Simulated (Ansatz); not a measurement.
Write a Python script for Ansatz 0.2.0 through its Python package that makes vertical spin-state energies of C2H6SeSi2, SMILES C#C[SiH2][Se][SiH3]. Settings (for the species named): B3LYP, cc-pVDZ basis, multiplicity 1, D3BJ dispersion.

```xyz
11

C    -3.4255    0.3672    1.0296
C    -2.3291    0.3293    0.5307
Si   -0.6773    0.2716   -0.2198
Se    0.7671   -0.7602    1.2118
Si    2.4756   -0.4864   -0.2739
H    -4.3882    0.4004    1.4678
H    -0.2127    1.6413   -0.4851
H    -0.7398   -0.4798   -1.4822
H     3.7086   -1.0570    0.2882
H     2.6742    0.9471   -0.5351
H     2.1473   -1.1734   -1.5320
```

Script `spin_c2h6sesi2.py`:
```python
import logging
import sys
import warnings

import ansatz as az

logging.basicConfig(stream=sys.stdout, format='%(levelname)s:%(name)s:%(message)s')
log = logging.getLogger('calc')
log.setLevel(logging.INFO)

BASIS_SET = 'cc-pVDZ'
FUNCTIONAL = 'b3lyp'
DISPERSION = 'd3bj'

GEOMETRY = '''
C    -3.42550    0.36720    1.02960
C    -2.32910    0.32930    0.53070
Si   -0.67730    0.27160   -0.21980
Se    0.76710   -0.76020    1.21180
Si    2.47560   -0.48640   -0.27390
H    -4.38820    0.40040    1.46780
H    -0.21270    1.64130   -0.48510
H    -0.73980   -0.47980   -1.48220
H     3.70860   -1.05700    0.28820
H     2.67420    0.94710   -0.53510
H     2.14730   -1.17340   -1.53200
'''

warnings.simplefilter('ignore', az.DeckWarning)

mol = az.Crystal.molecule()
for line in GEOMETRY.strip().splitlines():
    symbol, *xyz = line.split()
    mol = mol.atom(symbol, [float(v) for v in xyz])

setup = (
    mol.calculation()
    .basis(gaussian=BASIS_SET)
    .functional(FUNCTIONAL, dispersion=DISPERSION)
)
found = {}
for unpaired in [0, 2]:
    r = setup.spin('collinear', total=unpaired).run(threads=1, backend='cpu').report
    s = unpaired / 2
    found[unpaired] = r['free_energy_ev']
    log.info(f'2S+1 = {unpaired + 1}: E = {found[unpaired]:.5f} eV, <S^2> = {abs(r["mean_field"]["state"]["spin_squared"]):.3f} (pure state {s * (s + 1):.2f})')
lowest = min(found, key=found.get)
for unpaired, e in found.items():
    log.info(f'multiplicity {unpaired + 1}: {(e - found[lowest]):.3f} eV above the lowest')
```

```console
$ python spin_c2h6sesi2.py
INFO:calc:2S+1 = 1: E = -83277.70988 eV, <S^2> = 0.000 (pure state 0.00)
INFO:calc:2S+1 = 3: E = -83272.65697 eV, <S^2> = 2.005 (pure state 2.00)
INFO:calc:multiplicity 1: 0.000 eV above the lowest
INFO:calc:multiplicity 3: 5.053 eV above the lowest
```

In order: multiplicity 1 (+0.00 eV) and multiplicity 3 (+5.05 eV), all at the one geometry.

What to keep in mind:
- The settings weren't tested for convergence.
- The geometry is a force-field or estimated start, not a minimum of this method, and the basis set is short of its limit. All parts are taken at fixed geometry, without zero-point energy.
- b3lyp holds the VWN-RPA fit, as in Gaussian; the form of ORCA and Turbomole is b3lyp5.
- The whole script took 76 s on 1 thread of Arm Neoverse V1, with other jobs on the host, peak memory 0.73 GiB.

(Lines on the test bed's own set-up are left out of the output.)
